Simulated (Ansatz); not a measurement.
# GaH3N: the cost of one run

Program: Ansatz 0.2.0, Gaussian basis. Level of theory: cc-pVTZ, core rule «outside noble gas», up to 15 orbitals frozen. These are calculated values, not measurements.

The runs, in order: UHF; CCSD(T) on ROHF; CCSD(T) on UHF; BCCD(T) on ROHF; CCSDT(Q) on ROHF; CCSDT(Q) on UHF.

8 further runs of the same task are left out: 3 for a known fault of the program, 5 set aside as unsound or not needed.

### Step 1. The system

The geometry is a PBE0/def2-TZVP stationary point (not a proven minimum). No spin-orbit coupling is included. The filled d shell of Ga may be among the frozen orbitals whatever the setting's name suggests; the logs give the count.

5 atoms, charge 0, spin multiplicity 2.

Atoms are counted from 1 here; the program's logs count them from 0.

Bond lengths: N1–Ga2 1.790 Å, N1–H3 1.006 Å, Ga2–H4 1.556 Å, Ga2–H5 1.556 Å. Angles: Ga2–N1–H3 180.0°, N1–Ga2–H4 115.6°, N1–Ga2–H5 115.6°, H4–Ga2–H5 128.7°.

### Step 2. UHF

in.yaml

```yaml
crystal:
  periodic: [false, false, false]
  atoms:
    - {symbol: N, position_ang: [0.000000, 0.000000, 1.484201]}
    - {symbol: Ga, position_ang: [0.000000, 0.000000, -0.305855]}
    - {symbol: H, position_ang: [0.000000, 0.000000, 2.490372]}
    - {symbol: H, position_ang: [0.000000, 1.403312, -0.979106]}
    - {symbol: H, position_ang: [0.000000, -1.403312, -0.979106]}
basis:
  gaussian: {orbitals: cc-pVTZ}
magnetization: {spin_polarized: true, initial_magnetization: 1}
hamiltonian: {xc: hf}
output: {orbitals: {seedname: orbitals}}
```

Command:

```bash
$ ansatz run in.yaml --threads 1 --pin off --events-out ev --progress --plain --max-ram 4096MiB --backend cpu
```

**Question.** How long does this run take on 1 thread of AMD EPYC 7R13, shared host, and how much memory does it need?

About 6.5 s, with a peak of 0.33 GiB.
